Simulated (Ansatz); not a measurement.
# Zr2AlC: the cost of one run

Program: Ansatz 0.2.0. Level of theory: DFT PBEsol, scalar-relativistic, plane waves, PAW. These are calculated values, not measurements.

1 further run of the same task is left out (set aside as unsound or not needed). Runs told in other sessions of the task aren't counted.

### 1 Starting point

The structure is hexagonal, space group P6_3/mmc (No. 194). The conventional cell has a = 3.290 Å, b = 3.290 Å, c = 14.516 Å, α = 90.00°, β = 90.00°, γ = 120.00°. Around Zr (site symmetry 3m) lie 3 C at 2.28 Å. Al (site symmetry -6m2) is surrounded by 6 Zr at 3.04 Å and 6 Al at 3.29 Å. Around C (site symmetry -3m) lie 6 Zr at 2.28 Å.

Coordinates:

```cif
data_structure
_symmetry_space_group_name_H-M 'P6_3/mmc'
_symmetry_Int_Tables_number 194
_cell_length_a 3.2898
_cell_length_b 3.2898
_cell_length_c 14.5160
_cell_angle_alpha 90.000
_cell_angle_beta 90.000
_cell_angle_gamma 120.000
_cell_volume 136.05
loop_
_atom_site_label
_atom_site_type_symbol
_atom_site_symmetry_multiplicity
_atom_site_Wyckoff_symbol
_atom_site_fract_x
_atom_site_fract_y
_atom_site_fract_z
_atom_site_occupancy
Zr1 Zr 4 f 0.33333 0.66667 0.08636 1
Al1 Al 2 d 0.33333 0.66667 0.75000 1
C1 C 2 a 0.00000 0.00000 0.00000 1
```

It goes back to an entry of the Materials Project, which need not be the stable form.

It is the result of an earlier relaxation at this level (volume 17.01 Å³/atom; gap on the mesh: none (metal)).

### 2 The cell scaled to 0.97 of its volume

input.yaml reads:

```yaml
crystal:
  lattice:
    - [3.2565437107, 0.0, 0.0]
    - [-1.6282718553, 2.820249582, 0.0]
    - [0.0, 0.0, 14.3693889191]
  atoms:
    - { symbol: Zr, position: [0.3333333333, 0.6666666667, 0.0863599368] }
    - { symbol: Zr, position: [0.6666666667, 0.3333333333, 0.5863599368] }
    - { symbol: Zr, position: [0.6666666667, 0.3333333333, 0.9136400632] }
    - { symbol: Zr, position: [0.3333333333, 0.6666666667, 0.4136400632] }
    - { symbol: Al, position: [0.3333333333, 0.6666666667, 0.75] }
    - { symbol: Al, position: [0.6666666667, 0.3333333333, 0.25] }
    - { symbol: C, position: [0.0, 0.0, 0.0] }
    - { symbol: C, position: [0.0, 0.0, 0.5] }
basis:
  ecutwfc: 420
kpoints:
  mp_grid: { grid: [12, 12, 4] }
hamiltonian:
  xc: pbesol
scf:
  occupations: { method: gaussian, width: 0.1 }
output:
  forces: true
  stress: true
  eigenvalues: true
relax:
  adjacent_minimum: "off"
  f_tol: 0.01
  max_steps: 30
  cell: { stress_tol: 0.1, fix: [volume] }
```

The run is started by

```console
ansatz run input.yaml --threads 2 --pin off --max-ram 5120MiB --backend cpu --events-out ev --progress --plain --runs-dir out
```

Q: Estimate wall time and peak memory on 2 threads of Arm Neoverse V2, shared host.

About 40 s, with a peak of 0.56 GiB.
